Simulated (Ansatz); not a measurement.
**BH₄NSSi: small, medium and large basis sets**

The task here is to estimate one member of a computed series from the others.

Method: one geometry, several basis sets; program: Ansatz 0.2.0, Gaussian basis.

The runs, in order: PBE0-D4/def2-SVP; ωB97M-V/def2-SVP; PBE0-D4/def2-QZVPP; ωB97M-V/def2-QZVPP; the functionals' def2-TZVPP values are taken from earlier runs.

### The geometry

The geometry comes from an earlier relaxation with PBE0-D4 in a triple-zeta def2 set; it is a stationary point, not always the lowest conformer.

8 atoms, charge 0, spin multiplicity 1.

Atoms are counted from 1 here; the program's logs count them from 0.

Bond lengths: S1–B2 1.781 Å, S1–H5 1.347 Å, B2–N3 1.387 Å, B2–Si4 1.921 Å, N3–Si4 1.750 Å, N3–H6 1.008 Å, Si4–H7 1.485 Å, Si4–H8 1.485 Å. Angles: B2–S1–H5 97.6°, S1–B2–N3 140.6°, S1–B2–Si4 158.0°, N3–B2–Si4 61.4°, B2–N3–Si4 74.5°, B2–N3–H6 138.0°, Si4–N3–H6 147.5°, B2–Si4–N3 44.1°, B2–Si4–H7 125.0°, B2–Si4–H8 125.0°, N3–Si4–H7 115.8°, N3–Si4–H8 115.8°, H7–Si4–H8 109.9°.

Set-up of the first run:

Contents of in.yaml:

```yaml
crystal:
  periodic: [false, false, false]
  atoms:
    - {symbol: S, position_ang: [-0.755611, 2.043501, -1.141934]}
    - {symbol: B, position_ang: [-0.297916, 0.516978, -0.345906]}
    - {symbol: N, position_ang: [0.762486, -0.059163, 0.337426]}
    - {symbol: Si, position_ang: [-0.481143, -1.289246, 0.283212]}
    - {symbol: H, position_ang: [0.389377, 2.714690, -0.911219]}
    - {symbol: H, position_ang: [1.689832, 0.199223, 0.636099]}
    - {symbol: H, position_ang: [-1.060512, -1.679801, 1.593472]}
    - {symbol: H, position_ang: [-0.154412, -2.503282, -0.506950]}
basis:
  gaussian: {orbitals: def2-SVP}
hamiltonian: {xc: pbe0, dispersion: d4}
output: {orbitals: {seedname: orbitals}}
```

Launch:

```
> ansatz run in.yaml --threads 2 --pin off --events-out ev --progress --plain --max-ram 4352MiB
```

Among the steps run: PBE0-D4 in def2-SVP; ωB97M-V in def2-SVP; PBE0-D4 in def2-QZVPP; ωB97M-V in def2-QZVPP.

One of the session's tables, all rows but one given; the rest of the session is left out.

It belongs to the step «Density functionals: the series». 

```
functional       basis  HOMO (eV)  LUMO (eV)
   PBE0-D4    def2-SVP      -7.20       0.05
   PBE0-D4  def2-TZVPP      -7.24      -0.33
   PBE0-D4  def2-QZVPP      -7.25      -0.47
   ωB97M-V    def2-SVP      -9.23       1.95
   ωB97M-V  def2-TZVPP          ?          ?
   ωB97M-V  def2-QZVPP      -9.33       1.01
```

Q: Estimate the row for ωB97M-V, def2-TZVPP from the others.

As computed: HOMO (eV): -9.31; LUMO (eV): 1.35. In the column «HOMO (eV)» it lies between ωB97M-V, def2-QZVPP (-9.33) and ωB97M-V, def2-SVP (-9.23).
